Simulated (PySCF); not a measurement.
# CH3BrMgO (SMILES C[O][Mg][Br]) at 6 levels

Aim: a comparison of 6 runs (HF/STO-3G, PBE/STO-3G, B3LYP/6-31G*, wB97X/def2-SVPD, TPSS/aug-cc-pVDZ) of CH3BrMgO. The job is set up through a Python script.

The calculation is run with PySCF 2.14.0.

### Step 1. The molecule

CH3BrMgO: 7 atoms, total charge 0, spin state singlet. As SMILES, `C[O][Mg][Br]`. The shape is that of a PBE0-D4/def2-TZVP optimisation.

Bond lengths: C1–O2 1.378 Å, O2–Mg3 1.749 Å, Mg3–Br4 2.326 Å, C1–H5 1.099 Å, C1–H6 1.099 Å, C1–H7 1.099 Å. Angles: C1–O2–Mg3 180.0°, O2–Mg3–Br4 180.0°, O2–C1–H5 111.6°, O2–C1–H6 111.6°, O2–C1–H7 111.6°, H5–C1–H6 107.2°, H5–C1–H7 107.2°, H6–C1–H7 107.2°.

### Step 2. Energy and forces at HF/STO-3G (run 1)

input.py reads:

```python
from pyscf import gto, scf

molecule = gto.M(
    atom='''
C      0.743100     0.986200     0.163300
O     -0.067000    -0.112600    -0.024100
Mg    -1.095300    -1.507000    -0.261900
Br    -2.462800    -3.361600    -0.578200
H      0.896700     1.540300    -0.773100
H      0.311300     1.688200     0.890100
H      1.735200     0.698600     0.538100
''',
    verbose=3,
    max_memory=1860,
    basis='sto-3g',
)

calc0 = scf.RHF(molecule)
calc0.conv_tol = 1e-10
calc0.kernel()
if not calc0.converged:
    calc0 = calc0.newton().run(calc0.mo_coeff, calc0.mo_occ)

e_tot = calc0.e_tot
print(f'total energy: {e_tot:.8f} hartree')
grad = calc0.nuc_grad_method().kernel()
calc0.analyze()
```

Command:

```console
$ OMP_NUM_THREADS=1 python input.py
```

Output:

```text
converged SCF energy = -2854.87921737562
[... 16 lines left out ...]
MO #5   energy= -57.603355164772   occ= 2
[... 6 lines left out ...]
MO #12  energy= -6.75536070972001  occ= 2
[... 6 lines left out ...]
MO #19  energy= -2.11443522144063  occ= 2
[... 6 lines left out ...]
MO #26  energy= -0.528335299091416 occ= 2
[... 6 lines left out ...]
MO #33  energy= 0.31342127281824   occ= 0
[... 6 lines left out ...]
MO #40  energy= 0.9971724330509    occ= 0
[... 8 lines left out ...]
Dipole moment(X, Y, Z, Debye):  1.20765,  1.63832,  0.27945
```

It took 4.8 s on 1 thread of Intel Xeon at 2.70GHz, shared host; peak memory 0.12 GiB.

### Step 3. Energy and gradient at PBE/STO-3G (run 2)

input.py reads:

```python
from pyscf import gto, dft

mol = gto.M(
    atom='''
C        0.743100       0.986200       0.163300
O       -0.067000      -0.112600      -0.024100
Mg      -1.095300      -1.507000      -0.261900
Br      -2.462800      -3.361600      -0.578200
H        0.896700       1.540300      -0.773100
H        0.311300       1.688200       0.890100
H        1.735200       0.698600       0.538100
''',
    verbose=4,
    spin=0,
    basis='sto-3g',
    max_memory=1860,
)

mf = dft.RKS(mol)
mf.xc = 'pbe'
mf.conv_tol = 1e-10
mf.grids.level = 5
mf.kernel()
if not mf.converged:
    mf = mf.newton().run(mf.mo_coeff, mf.mo_occ)

etot = mf.e_tot
print('E = %.10f Eh' % etot)
grad = mf.nuc_grad_method().kernel()
dip = mf.dip_moment()
pop, q = mf.mulliken_pop()
```

Command:

```console
$ OMP_NUM_THREADS=1 python input.py
```

Output:

```text
PySCF version 2.14.0

[... 59 lines left out ...]
WARN: HOMO 0.130045773121301 == LUMO 0.130047202158909
[... 20 lines left out ...]
converged SCF energy = -2856.55228356897
[... 15 lines left out ...]
Dipole moment(X, Y, Z, Debye):  1.19161,  1.61643,  0.27571
[... 48 lines left out ...]
charge of    6H =      0.05337
```

Run time: 19 s. Hardware: 1 thread of Intel Xeon at 2.70GHz, shared host; peak memory 0.44 GiB.

Run 3 isn't shown in full; the table further down has it.

### Step 4. Energy and forces at B3LYP/6-31G(d) (Cartesian functions) (run 4)

calc.py reads:

```python
# C[O][Mg][Br]
import pyscf.grad
from pyscf import gto, dft

mol = gto.Mole()
mol.atom = '''
C      0.743100     0.986200     0.163300
O     -0.067000    -0.112600    -0.024100
Mg    -1.095300    -1.507000    -0.261900
Br    -2.462800    -3.361600    -0.578200
H      0.896700     1.540300    -0.773100
H      0.311300     1.688200     0.890100
H      1.735200     0.698600     0.538100
'''
mol.basis = '6-31g*'
mol.max_memory = 1860
mol.spin = 0
mol.verbose = 4
mol.charge = 0
mol.cart = True
mol.build()

mf = dft.RKS(mol)
mf.xc = 'b3lyp'
mf.conv_tol = 1e-10
mf.grids.level = 5
mf.kernel()
if not mf.converged:
    mf = mf.newton().run(mf.mo_coeff, mf.mo_occ)

etot = mf.e_tot
print(f'total energy: {etot:.8f} hartree')
grad = mf.Gradients().kernel()
dip = mf.dip_moment()
pop, q = mf.mulliken_pop()
```

Command:

```console
$ OMP_NUM_THREADS=1 python calc.py
```

Output:

```text
PySCF version 2.14.0

[... 78 lines left out ...]
converged SCF energy = -2889.20737098039
total energy: -2889.20737098 hartree
[... 14 lines left out ...]
Dipole moment(X, Y, Z, Debye):  1.11191,  1.50850,  0.25730
[... 98 lines left out ...]
charge of    6H =      0.12266
```

It took 42 s on 1 thread of Intel Xeon at 2.70GHz, shared host; peak memory 0.88 GiB.

Run 5 isn't shown in full; the table further down has it.

### Step 5. Energy and forces at TPSS/aug-cc-pVDZ (run 6)

calc.py reads:

```python
import pyscf.grad
from pyscf import gto, dft

mol = gto.M(
    atom='''
C      1.404255     1.863648     0.308592
O     -0.126612    -0.212783    -0.045542
Mg    -2.069817    -2.847817    -0.494919
Br    -4.654017    -6.352503    -1.092640
H      1.694517     2.910745    -1.460947
H      0.588272     3.190236     1.682045
H      3.279053     1.320163     1.016862
''',
    verbose=4,
    unit='bohr',
    charge=0,
    max_memory=1860,
    basis='aug-cc-pvdz',
)

ks = dft.RKS(mol, xc='tpss')
ks.conv_tol = 1e-10
ks.grids.level = 5
ks.kernel()
if not ks.converged:
    ks = ks.newton().run(ks.mo_coeff, ks.mo_occ)

e_tot = ks.e_tot
print(f'total energy: {e_tot:.8f} hartree')
grad = ks.Gradients().kernel()
dip = ks.dip_moment()
pop, q = ks.mulliken_pop()
```

Command:

```console
$ OMP_NUM_THREADS=1 python calc.py
```

Output:

```text
PySCF version 2.14.0

[... 80 lines left out ...]
converged SCF energy = -2889.40782271075
total energy: -2889.40782271 hartree
[... 14 lines left out ...]
Dipole moment(X, Y, Z, Debye):  0.89390,  1.21281,  0.20688
[... 144 lines left out ...]
charge of    6H =     -0.29062
```

It took 2.8 min on 1 thread of Intel Xeon at 2.70GHz, shared host; peak memory 1.5 GiB.

### Step 6. The series

```csv
run,level,integration grid,Cartesian functions,energy (Eh),dipole moment (D),HOMO energy (eV),LUMO energy (eV),wall time
1,HF/STO-3G,–,no,-2854.879217,2.05,-6.67,8.53,4.8 s
2,PBE/STO-3G,5,no,-2856.552284,2.03,-0.72,3.38,19 s
3,B3LYP/6-31G* (spherical functions),5,no,-2889.195951,1.88,-6.98,-1.63,42 s
4,B3LYP/6-31G* (Cartesian functions),5,yes,-2889.207371,1.89,-6.98,-1.63,42 s
5,wB97X/def2-SVPD,5,no,-2889.012977,1.75,-9.98,0.28,2 min
6,TPSS/aug-cc-pVDZ,5,no,-2889.407823,1.52,-6.00,-1.93,2.8 min
```

### Step 7. Summary of results

```
                       quantity           value
            run 6: total energy  -2889.40782 Eh
           run 6: dipole moment          1.52 D
             run 6: HOMO energy        -6.00 eV
             run 6: LUMO energy        -1.93 eV
           run 6: HOMO–LUMO gap         4.07 eV
run 6: largest force on an atom      0.498 eV/Å
```

The dipole moment (its size) runs from 1.52 D (TPSS/aug-cc-pVDZ) to 2.05 D (HF/STO-3G). The two ends differ in method and basis. The HOMO–LUMO gap runs from 4.07 eV (TPSS/aug-cc-pVDZ) to 15.19 eV (HF/STO-3G). Totals of different functionals can't be ranked against each other. In runs 1, 2 the basis is minimal, so the values are rough. All runs together took 6.6 min, the longest 2.8 min.
